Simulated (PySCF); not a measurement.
# BH₈O₂PSi₂: runs on many settings, part 2 of 2

PySCF 2.14.0. Atoms count from 0.

## 5. Indirect couplings: KT2/6-31G in acetone

The job: settings as JSON, then the geometry in Å.

```
{"job": {"kind": "j", "xc": "KT2", "basis": "6-31G", "solvent": "acetone", "scf": {"conv": 1e-11}}, "charge": 0, "multiplicity": 1}
O      1.676117    -1.775875    -0.823965
B      1.591163    -0.596191    -0.175233
O      2.716504    -0.120163     0.413542
Si    -0.186953     0.276561    -0.120132
Si    -1.984844    -0.936850     0.752776
P      0.126653     2.178032     1.113111
H      2.550195    -2.174832    -0.826337
H      2.655123     0.715109     0.878025
H     -0.633643     0.764006    -1.447701
H     -2.348703    -0.512262     2.110647
H     -1.701620    -2.371671     0.826511
H     -3.203690    -0.795428    -0.049465
H     -0.079232     3.053682     0.070083
H     -1.177748     2.295409     1.535997
```

Method: KT2/6-31G indirect spin-spin coupling, non-relativistic, IEF-PCM acetone.

Output:

```text
final grid: 112384 points
cycle   1  E = -1110.7332944719  dE =  6.286e-01  |g| = 9.984e-01  |ddm| = 3.458e+00
cycle   2  E = -1110.2247703985  dE =  5.085e-01  |g| = 1.845e+00  |ddm| = 2.651e+00
cycle   3  E = -1110.9270575633  dE = -7.023e-01  |g| = 1.026e-01  |ddm| = 1.967e+00
cycle   4  E = -1110.9297738782  dE = -2.716e-03  |g| = 5.583e-02  |ddm| = 2.402e-01
cycle   5  E = -1110.9305785838  dE = -8.047e-04  |g| = 2.597e-02  |ddm| = 8.542e-02
cycle   6  E = -1110.9307132841  dE = -1.347e-04  |g| = 4.113e-03  |ddm| = 2.417e-02
cycle   7  E = -1110.9307180738  dE = -4.790e-06  |g| = 8.677e-04  |ddm| = 7.738e-03
cycle   8  E = -1110.9307183480  dE = -2.742e-07  |g| = 2.002e-04  |ddm| = 1.634e-03
cycle   9  E = -1110.9307183622  dE = -1.419e-08  |g| = 2.369e-05  |ddm| = 3.726e-04
cycle  10  E = -1110.9307183625  dE = -2.301e-10  |g| = 7.298e-06  |ddm| = 7.000e-05
cycle  11  E = -1110.9307183625  dE = -2.024e-11  |g| = 3.482e-06  |ddm| = 1.875e-05
cycle  12  E = -1110.9307183625  dE = -6.366e-12  |g| = 2.255e-07  |ddm| = 7.616e-06
converged SCF energy = -1110.9307183625

Indirect spin-spin couplings (Hz)
  i      j    bonds     total        FC       PSO       DSO        SD
  0 O    1 B    1     -2.782    -6.755     4.314    -0.170    -0.171
  0 O    3 Si   2     22.767    22.614     0.115     0.008     0.030
  0 O    4 Si   3     -0.436    -0.471     0.018     0.000     0.017
  0 O    5 P    3     -7.294    -7.284    -0.057     0.042     0.004
  0 O    6 H    1    -67.856   -58.573    -8.719    -0.564         -
  0 O    7 H    3     -1.159    -1.935     0.364     0.412         -
  0 O    8 H    3      0.807     0.779     0.001     0.027         -
  0 O    9 H    4      0.230     0.158    -0.022     0.093         -
  0 O   12 H    4      0.277     0.193    -0.025     0.109         -
  0 O   13 H    4     -0.660    -0.764    -0.035     0.139         -
  1 B    2 O    1     -4.823    -9.104     4.518    -0.173    -0.064
  1 B    3 Si   1    -97.012   -96.652     0.508    -0.191    -0.677
  1 B    4 Si   2     -1.678    -1.780     0.028    -0.009     0.083
  1 B    5 P    2     22.959    22.991    -0.062     0.053    -0.022
  1 B    6 H    2     -6.302    -4.578    -0.840    -0.835    -0.050
  1 B    7 H    2      1.335     2.990    -0.859    -0.808     0.011
  1 B    8 H    2      0.379     0.389    -0.046    -0.003     0.039
  1 B    9 H    3      0.453     0.574     0.007    -0.121    -0.008
  1 B   10 H    3      0.980     0.869    -0.035     0.146    -0.002
  1 B   11 H    3      4.794     5.010     0.021    -0.240     0.003
  1 B   12 H    3      0.582     0.709    -0.011    -0.108    -0.007
  1 B   13 H    3      5.630     5.918     0.022    -0.309    -0.001
  2 O    3 Si   2     -0.704    -0.921    -0.001     0.001     0.218
  2 O    4 Si   3      0.130     0.240    -0.001    -0.015    -0.095
  2 O    5 P    3     -2.413    -2.707     0.376    -0.014    -0.068
  2 O    6 H    3     -0.511    -1.173     0.713    -0.050         -
  2 O    7 H    1    -80.333   -71.360    -8.400    -0.573         -
  2 O    8 H    3     -0.586    -0.729     0.018     0.125         -
  3 Si   4 Si   1     48.410    47.353    -1.199     0.044     2.212
  3 Si   5 P    1     16.603    26.994    -0.655    -0.090    -9.645
  3 Si   6 H    3    -13.431   -13.648    -0.148     0.372    -0.008
  3 Si   7 H    3     -0.884    -0.691    -0.136    -0.090     0.033
  3 Si   8 H    1   -169.198  -169.207     0.802    -0.409    -0.383
  3 Si   9 H    2     -0.817    -0.851     0.001     0.092    -0.059
  3 Si  10 H    2     -3.044    -3.049    -0.027     0.087    -0.055
  3 Si  11 H    2      0.508     0.392     0.051     0.095    -0.030
  3 Si  12 H    2      6.519     6.552     0.012    -0.020    -0.024
  3 Si  13 H    2      5.690     5.781    -0.032    -0.024    -0.035
  4 Si   5 P    2      6.344     5.564     0.593     0.013     0.174
  4 Si   6 H    4      0.821     0.673    -0.076     0.211     0.013
  4 Si   8 H    2      2.660     2.633    -0.005     0.066    -0.034
  4 Si   9 H    1   -180.091  -180.064     0.574    -0.240    -0.361
  4 Si  10 H    1   -178.658  -178.650     0.603    -0.236    -0.375
  4 Si  11 H    1   -182.854  -182.854     0.599    -0.228    -0.371
  4 Si  12 H    3     -4.403    -4.537    -0.028     0.148     0.014
  4 Si  13 H    3     -7.032    -6.939    -0.023    -0.135     0.065
  5 P    6 H    4      6.405     6.685     0.181    -0.440    -0.021
  5 P    7 H    4     -1.356    -2.229     0.299     0.697    -0.123
  5 P    8 H    2     -2.891    -2.446    -0.089    -0.148    -0.208
  5 P    9 H    3      1.937     1.954     0.033     0.106    -0.156
  5 P   10 H    3      1.935     2.327     0.031    -0.373    -0.050
  5 P   11 H    3     -0.101     0.364    -0.115    -0.247    -0.104
  5 P   12 H    1    192.124   187.081     3.618     0.605     0.821
  5 P   13 H    1    201.052   195.761     3.826     0.628     0.836
  6 H    7 H    4     -3.243    -0.819     0.509    -2.933         -
  6 H    8 H    4     -2.419    -1.244     0.391    -1.566         -
  6 H    9 H    5     -0.952    -0.127     0.235    -1.059         -
  6 H   10 H    5     -0.390     0.024     0.195    -0.609         -
  6 H   11 H    5     -0.677     0.204     0.253    -1.134         -
  6 H   12 H    5     -0.862    -0.044     0.256    -1.073         -
  6 H   13 H    5     -0.227     0.761     0.277    -1.265         -
  7 H    8 H    4     -0.872    -0.171     0.105    -0.805         -
  7 H    9 H    5     -0.208     0.012     0.027    -0.247         -
  7 H   10 H    5     -0.447     0.033     0.141    -0.620         -
  7 H   11 H    5     -0.732     0.018     0.154    -0.904         -
  7 H   13 H    5     -1.064    -0.138     0.018    -0.944         -
  8 H    9 H    3      6.342     7.552     0.163    -1.372         -
  8 H   10 H    3      1.466     2.411     0.138    -1.084         -
  8 H   11 H    3      7.021     6.706    -0.076     0.392         -
  8 H   12 H    3     15.034    14.016    -0.195     1.213         -
  8 H   13 H    3     -0.536    -0.169     0.033    -0.401         -
  9 H   10 H    2    -11.729   -10.288     0.198    -1.639         -
  9 H   11 H    2    -10.995    -9.597     0.198    -1.596         -
  9 H   12 H    4     -1.144    -0.500     0.105    -0.749         -
  9 H   13 H    4      0.401    -0.850    -0.243     1.494         -
 10 H   11 H    2    -10.696    -9.224     0.201    -1.673         -
 10 H   12 H    4     -0.925     0.089     0.175    -1.190         -
 10 H   13 H    4     -0.198     0.571     0.109    -0.878         -
 11 H   13 H    4      0.231     0.075    -0.037     0.193         -
 12 H   13 H    2    -23.222   -22.905     0.201    -0.518         -
```

Wall time 12 s (1 thread of Arm Neoverse V1, shared host); peak memory 0.62 GiB.

This basis has no tight s functions, so the Fermi-contact terms are rough.

In short: J(P5,H12) 196.6 Hz, J(Si4,H9) -180.5 Hz, J(Si3,H8) -169.2 Hz (means over like pairs).

## 6. Spin-spin couplings: B97-2/def2-TZVP

The job: settings as JSON, then the geometry in Å.

```
{"job": {"kind": "j", "xc": "B97-2", "basis": "def2-TZVP", "scf": {"aux": "cc-pvdz-ri", "max_cycle": 82}}, "charge": 0, "multiplicity": 1}
O      2.178952    -2.308638    -1.071154
B      2.068512    -0.775048    -0.227803
O      3.531455    -0.156212     0.537605
Si    -0.243039     0.359529    -0.156172
Si    -2.580297    -1.217905     0.978609
P      0.164649     2.831442     1.447044
H      3.315254    -2.827282    -1.074238
H      3.451660     0.929642     1.141432
H     -0.823736     0.993208    -1.882011
H     -3.053314    -0.665941     2.743841
H     -2.212106    -3.083172     1.074464
H     -4.164797    -1.034056    -0.064304
H     -0.103002     3.969787     0.091108
H     -1.531072     2.984032     1.996796
```

Method: B97-2/def2-TZVP indirect spin-spin coupling, non-relativistic, gas phase.

Output:

```text
final grid: 112384 points
cycle   1  E = -1099.8551842408  dE = -9.770e-01  |g| = 1.148e+00  |ddm| = 2.337e+00
cycle   2  E = -1095.1420667823  dE =  4.713e+00  |g| = 3.849e+00  |ddm| = 3.410e+00
cycle   3  E = -1100.1196648473  dE = -4.978e+00  |g| = 2.866e-01  |ddm| = 3.180e+00
cycle   4  E = -1100.1325584739  dE = -1.289e-02  |g| = 3.037e-01  |ddm| = 6.327e-01
cycle   5  E = -1100.1564400434  dE = -2.388e-02  |g| = 1.137e-01  |ddm| = 2.691e-01
cycle   6  E = -1100.1585053606  dE = -2.065e-03  |g| = 4.595e-02  |ddm| = 8.310e-02
cycle   7  E = -1100.1590668413  dE = -5.615e-04  |g| = 1.236e-02  |ddm| = 4.705e-02
cycle   8  E = -1100.1591109471  dE = -4.411e-05  |g| = 5.756e-03  |ddm| = 1.781e-02
cycle   9  E = -1100.1591248344  dE = -1.389e-05  |g| = 1.943e-03  |ddm| = 8.989e-03
cycle  10  E = -1100.1591263153  dE = -1.481e-06  |g| = 4.795e-04  |ddm| = 2.509e-03
cycle  11  E = -1100.1591264010  dE = -8.575e-08  |g| = 1.788e-04  |ddm| = 7.953e-04
cycle  12  E = -1100.1591264141  dE = -1.305e-08  |g| = 6.458e-05  |ddm| = 2.771e-04
cycle  13  E = -1100.1591264158  dE = -1.673e-09  |g| = 1.510e-05  |ddm| = 7.960e-05
cycle  14  E = -1100.1591264158  dE = -5.684e-11  |g| = 8.802e-06  |ddm| = 1.982e-05
converged SCF energy = -1100.1591264158

Indirect spin-spin couplings (Hz)
  i      j    bonds     total        FC       PSO       DSO        SD
  0 O    1 B    1     84.203    77.817     6.424    -0.055     0.017
  0 O    3 Si   2      1.606     1.780     0.244     0.003    -0.421
  0 O    4 Si   3     -0.291    -0.350     0.022     0.001     0.036
  0 O    5 P    3     -4.087    -2.393    -0.028     0.015    -1.681
  0 O    6 H    1     24.351    32.100    -7.620    -0.129         -
  0 O    7 H    3      1.390     1.048     0.175     0.167         -
  0 O    8 H    3      0.146     0.124     0.013     0.009         -
  0 O    9 H    4     -0.603    -0.622    -0.015     0.034         -
  0 O   10 H    4      0.652     0.653     0.030    -0.032         -
  0 O   11 H    4     -0.462    -0.482    -0.005     0.025         -
  0 O   12 H    4      1.245     1.230    -0.025     0.040         -
  0 O   13 H    4      0.808     0.787    -0.031     0.051         -
  1 B    2 O    1     57.626    50.704     6.739    -0.056     0.240
  1 B    3 Si   1    -34.181   -32.872     0.251    -0.066    -1.494
  1 B    4 Si   2    -34.242   -34.497     0.000    -0.003     0.259
  1 B    5 P    2     21.206    22.353    -0.077     0.019    -1.089
  1 B    6 H    2    -35.877   -35.082    -0.311    -0.366    -0.118
  1 B    7 H    2    -10.150    -9.384    -0.347    -0.365    -0.054
  1 B    8 H    2     27.092    27.107    -0.002    -0.012    -0.000
  1 B    9 H    3     17.210    17.248     0.022    -0.046    -0.014
  1 B   10 H    3     -2.148    -2.170    -0.038     0.054     0.006
  1 B   11 H    3     22.105    22.147     0.045    -0.090     0.003
  1 B   12 H    3     -6.501    -6.443     0.013    -0.042    -0.029
  1 B   13 H    3     -1.319    -1.281     0.060    -0.118     0.019
  2 O    3 Si   2     -5.983    -7.167     0.163    -0.000     1.022
  2 O    4 Si   3     -1.742    -1.506     0.014    -0.006    -0.244
  2 O    5 P    3      1.683     2.009    -0.462    -0.004     0.140
  2 O    6 H    3      1.885     1.562     0.347    -0.024         -
  2 O    7 H    1     15.607    23.474    -7.729    -0.138         -
  2 O    8 H    3      1.170     1.148    -0.027     0.049         -
  2 O    9 H    4      0.270     0.261    -0.015     0.024         -
  2 O   11 H    4      0.367     0.351    -0.031     0.048         -
  2 O   13 H    4      0.322     0.306    -0.045     0.061         -
  3 Si   4 Si   1     82.383    76.915    -0.624     0.015     6.077
  3 Si   5 P    1    -13.479    20.596     2.402    -0.030   -36.447
  3 Si   6 H    3     -4.680    -4.529    -0.127     0.148    -0.172
  3 Si   7 H    3      5.034     5.088    -0.014    -0.033    -0.007
  3 Si   8 H    1    -95.143   -95.359     0.505    -0.096    -0.193
  3 Si   9 H    2    -45.793   -45.852    -0.004     0.039     0.024
  3 Si  10 H    2    -29.548   -29.567    -0.020     0.038     0.001
  3 Si  11 H    2    -31.951   -31.995     0.006     0.041    -0.003
  3 Si  12 H    2     25.938    25.708     0.050    -0.001     0.180
  3 Si  13 H    2     24.605    24.454    -0.000    -0.002     0.154
  4 Si   5 P    2      0.629    -2.252     0.554     0.005     2.322
  4 Si   6 H    4      0.160     0.119    -0.068     0.082     0.027
  4 Si   7 H    4      2.957     2.863    -0.027     0.039     0.083
  4 Si   8 H    2    -34.624   -34.711    -0.006     0.028     0.064
  4 Si   9 H    1   -183.144  -183.273     0.244    -0.039    -0.076
  4 Si  10 H    1   -174.939  -175.060     0.255    -0.037    -0.097
  4 Si  11 H    1   -177.836  -177.967     0.251    -0.035    -0.085
  4 Si  12 H    3      5.997     5.873    -0.025     0.055     0.094
  4 Si  13 H    3      4.189     4.257     0.022    -0.051    -0.039
  5 P    6 H    4      1.744     1.965     0.106    -0.166    -0.162
  5 P    7 H    4     -5.041    -5.228    -0.350     0.264     0.273
  5 P    8 H    2     -3.253    -2.325    -0.105    -0.063    -0.759
  5 P    9 H    3     -0.109    -0.112     0.035     0.038    -0.071
  5 P   10 H    3      2.507     2.772     0.062    -0.140    -0.187
  5 P   11 H    3      1.210     1.607     0.059    -0.093    -0.363
  5 P   12 H    1    -20.875   -23.180     2.515     0.107    -0.317
  5 P   13 H    1    -19.803   -22.237     2.559     0.114    -0.239
  6 H    7 H    4     -2.326    -2.070     0.916    -1.173         -
  6 H    9 H    5      0.227     0.345     0.288    -0.406         -
  6 H   10 H    5     -0.414    -0.397     0.226    -0.243         -
  6 H   11 H    5      0.199     0.324     0.312    -0.436         -
  6 H   12 H    5     -0.890    -0.779     0.296    -0.407         -
  6 H   13 H    5     -0.623    -0.477     0.334    -0.480         -
  7 H    8 H    4     -2.093    -1.967     0.180    -0.306         -
  7 H    9 H    5     -0.830    -0.787     0.045    -0.087         -
  7 H   10 H    5     -0.308    -0.242     0.167    -0.233         -
  7 H   11 H    5     -1.222    -1.084     0.198    -0.336         -
  7 H   13 H    5     -1.143    -0.928     0.145    -0.360         -
  8 H    9 H    3     22.346    22.588     0.285    -0.527         -
  8 H   10 H    3     11.475    11.665     0.230    -0.420         -
  8 H   11 H    3     -2.641    -2.706    -0.067     0.133         -
  8 H   12 H    3     -0.699    -0.893    -0.247     0.441         -
  8 H   13 H    3     -5.445    -5.381     0.103    -0.167         -
  9 H   10 H    2     39.591    39.871     0.421    -0.701         -
  9 H   11 H    2     43.790    44.057     0.417    -0.683         -
  9 H   13 H    4      0.349     0.116    -0.325     0.559         -
 10 H   11 H    2     38.854    39.138     0.429    -0.712         -
 10 H   12 H    4     -2.894    -2.699     0.254    -0.449         -
 10 H   13 H    4     -2.491    -2.336     0.177    -0.333         -
 11 H   12 H    4     -1.624    -1.560     0.090    -0.154         -
 11 H   13 H    4     -1.625    -1.652    -0.044     0.071         -
 12 H   13 H    2    -24.296   -24.336     0.365    -0.324         -
```

It took 79 s on 1 thread of Arm Neoverse V1, shared host; peak memory 0.9 GiB.

A normal end doesn't make this result sound: the state lies near a triplet instability (lowest triplet Hessian root 0.040 Eh), which can inflate the couplings, so they are set aside; all coordinates were scaled by 1.3; the fitting basis cc-pvdz-ri is not made for Coulomb and exchange fitting here. Its HOMO lies at -7.05 eV, against -7.02 eV in step 3 (X3LYP/6-31G), a different level, so the two don't compare directly.

## 7. Side by side: NMR shifts

Shifts (ppm) of some atoms, chosen among heavy atoms and hydrogens apart, means over like atoms, with basis size and wall time:

```csv
run,H8,H9,H12,O0,Si4,Si3,P5,functions,time
PBE/def2-TZVP,4.78,3.97,1.28,158.2,-117.3,-134.1,-6.1,252,50 s
CAM-B3LYP/6-31G*,4.10,3.64,0.90,123.5,-72.3,-83.8,-20.2,112,20 s
```

## 8. Run by run: spin-spin couplings

Couplings (Hz), each a mean over the pairs like the one named, with basis size and wall time:

```csv
run,P5–H12,Si4–H9,Si3–H8,B1–Si3,O0–H6,Si3–Si4,B1–P5,functions,time
X3LYP/6-31G,202.7,-188.5,-176.6,-119.0,-77.3,67.8,27.4,82,16 s
KT2/6-31G in acetone,196.6,-180.5,-169.2,-97.0,-74.1,48.4,23.0,82,12 s
```

## 9. What came out

This closing draws on all 2 parts.

| quantity | value |
| --- | --- |
| 1H shifts against TMS (PBE/def2-TZVP, means over atoms taken as alike) | 5.03, 4.78, 3.97, 1.28 ppm |
| 17O shifts against H2O (PBE/def2-TZVP, means over atoms taken as alike) | 158.2 ppm |
| 29Si shifts against TMS (PBE/def2-TZVP) | -117.3, -134.1 ppm |
| 31P shifts against PH3 (PBE/def2-TZVP) | -6.1 ppm |
| shieldings of B (PBE/def2-TZVP) | B1 69.4 ppm |
| largest coupling of the table (X3LYP/6-31G) | 1J(P,H) P5–H12, 202.7 Hz (mean over like pairs) |
| range of the shift of Si3 | -134.1 to -83.8 ppm |
| range of J(P5,H12), mean over like pairs | 196.6 to 202.7 Hz |
| property runs in this session | 5, of which 0 failed and 1 gave unsound results |

What this shows: Single values in the summary come from the first sound run of each kind (PBE/def2-TZVP; X3LYP/6-31G), which need not be the best level. At PBE/def2-TZVP: Shielding is most anisotropic at O0, O2 (span 237 ppm, paramagnetic term -209 ppm). Of the pairs tabulated at X3LYP/6-31G, P5–H12 (mean over like pairs) couples most strongly (202.7 Hz; Fermi contact 197.0 Hz). Couplings across rotatable bonds belong to this one conformer; where others are populated, the observed values are averages. Among the atoms with a shift in every run: Across the 2 runs the shift of Si3 moves most, between -134.1 (PBE/def2-TZVP) and -83.8 ppm (CAM-B3LYP/6-31G*). The coupling P5–H12, as a mean over pairs of its kind, runs from 196.6 Hz (KT2/6-31G in acetone) to 202.7 Hz (X3LYP/6-31G). Couplings from bases without tight functions are rough.
